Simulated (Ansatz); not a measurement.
**F₂HInS: a ladder of functionals and wavefunction methods**

Aim: compute F₂HInS with functionals from several rungs and with coupled cluster. The yardstick is the atomisation energy at the CCSD(T) limit.

Computed with Ansatz 0.2.0, Gaussian basis. Level: functionals in def2-TZVPP, the program's frozen cores in correlated methods.

The runs, in order: LDA (SPW92), PBE-D4, revPBE-D4, BLYP-D4, r2SCAN-D4, B97M-V, PBE0-D4, B3LYP-D4, r2SCANh-D4, r2SCAN0-D4, HSE06-D4, BHLYP-D4, CAM-B3LYP-D4, LC-ωPBE, ωB97X-V, ωB97M-V, B2PLYP, PBE-QIDH; CCSD(T)/def2-SVP; CCSD(T)/def2-TZVPP; MP2/def2-QZVPP; extrapolation to the limit; RPA on PBE.

### Step 1. The geometry

The geometry comes from an earlier relaxation with PBE0-D4 in a triple-zeta def2 set; it is a stationary point. In takes the def2 core potential; no spin-orbit term is included.

SMILES `[F][In]([F])[SH]`, 5 atoms, charge 0, spin multiplicity 1.

Atoms are counted from 1 here; the program's logs count them from 0.

Bond lengths: F1–In2 1.934 Å, In2–F3 1.929 Å, In2–S4 2.341 Å, S4–H5 1.346 Å. Angles: F1–In2–F3 112.0°, F1–In2–S4 123.0°, F3–In2–S4 125.0°, In2–S4–H5 91.7°.

### Step 2. LDA

This LDA is Slater exchange with PW92 correlation.

in.yaml

```yaml
crystal:
  periodic: [false, false, false]
  atoms:
    - {symbol: F, position_ang: [-0.708491, -1.365438, 1.376416]}
    - {symbol: In, position_ang: [0.431904, -0.375081, 0.168715]}
    - {symbol: F, position_ang: [2.242133, -1.042414, 0.173969]}
    - {symbol: S, position_ang: [-0.335416, 1.415990, -1.128087]}
    - {symbol: H, position_ang: [-1.580330, 1.293142, -0.632413]}
basis:
  gaussian: {orbitals: def2-TZVPP}
hamiltonian: {xc: lda}
output: {orbitals: {seedname: orbitals}}
```

Launch:

```bash
ansatz run in.yaml --threads 4 --pin off --events-out ev --progress --plain --max-ram 10444MiB
```

Further steps of the session: PBE-D4 (GGA); revPBE-D4 (GGA); BLYP-D4 (GGA); r2SCAN-D4 (meta-GGA); B97M-V (meta-GGA); PBE0-D4 (hybrid); B3LYP-D4 (hybrid); r2SCANh-D4 (hybrid); r2SCAN0-D4 (hybrid); HSE06-D4 (hybrid); BHLYP-D4 (hybrid); CAM-B3LYP-D4 (range-separated); LC-ωPBE (range-separated); ωB97X-V (range-separated); ωB97M-V (range-separated); B2PLYP (double hybrid); PBE-QIDH (double hybrid); CCSD(T) in def2-SVP; CCSD(T) in def2-TZVPP; MP2 in def2-QZVPP; RPA on PBE orbitals.

**Question.** What will the summary of the whole plan be? Wanted: atomisation energy, CCSD(T)/CBS; farthest beyond LDA; mean size of error, GGA; mean size of error, meta-GGA; mean size of error, hybrid; mean size of error, range-separated; mean size of error, double hybrid; gap, smallest and largest; T1 diagnostic.

As calculated:

```
                               quantity                                      value
        atomisation energy, CCSD(T)/CBS                             352.8 kcal/mol
functionals within 3.5 kcal/mol (1.0 %)        r2SCAN-D4, B97M-V, LC-ωPBE, ωB97X-V
                    farthest beyond LDA                  BHLYP-D4 (-31.0 kcal/mol)
                mean size of error, GGA                               7.3 kcal/mol
           mean size of error, meta-GGA                               2.1 kcal/mol
             mean size of error, hybrid                              15.6 kcal/mol
    mean size of error, range-separated                               3.8 kcal/mol
      mean size of error, double hybrid                              12.4 kcal/mol
              gap, smallest and largest  3.58 eV (LDA (SPW92)), 10.91 eV (LC-ωPBE)
                          T1 diagnostic                                     0.0163
triples share of the correlation energy                                      3.3 %
```

LDA overbinds by 59.6 kcal/mol (17 %). PBE-D4 misses by +3.6 kcal/mol. Double hybrids carry the basis error of their MP2 part in triple zeta, and no dispersion term here, so their miss is partly the set-up's. Taken by rung, meta-GGA functionals do best (2.1 kcal/mol on average) and hybrid ones worst beyond LDA (15.6 kcal/mol). The gap between the best rungs is small, so their order is not settled. The mean of the hybrids holds BHLYP, with half exact exchange. The reference freezes the cores and leaves out spin-orbit coupling and excitations past (T), and its outer-core shells are covered unevenly, so misses under about 3.5 kcal/mol can't be ranked. All levels share the lack of spin-orbit coupling, which lowers the free heavy atoms and so the true binding. Hartree-Fock recovers 65 % of the binding; the rest is correlation. CCSD(T) in def2-SVP is off by -36.9 kcal/mol, worse than the median functional, from the basis alone. Orbital gaps span 3.6 to 10.9 eV; exact exchange widens them. Correlated methods include outer-core shells of In, which these sets cover unevenly.
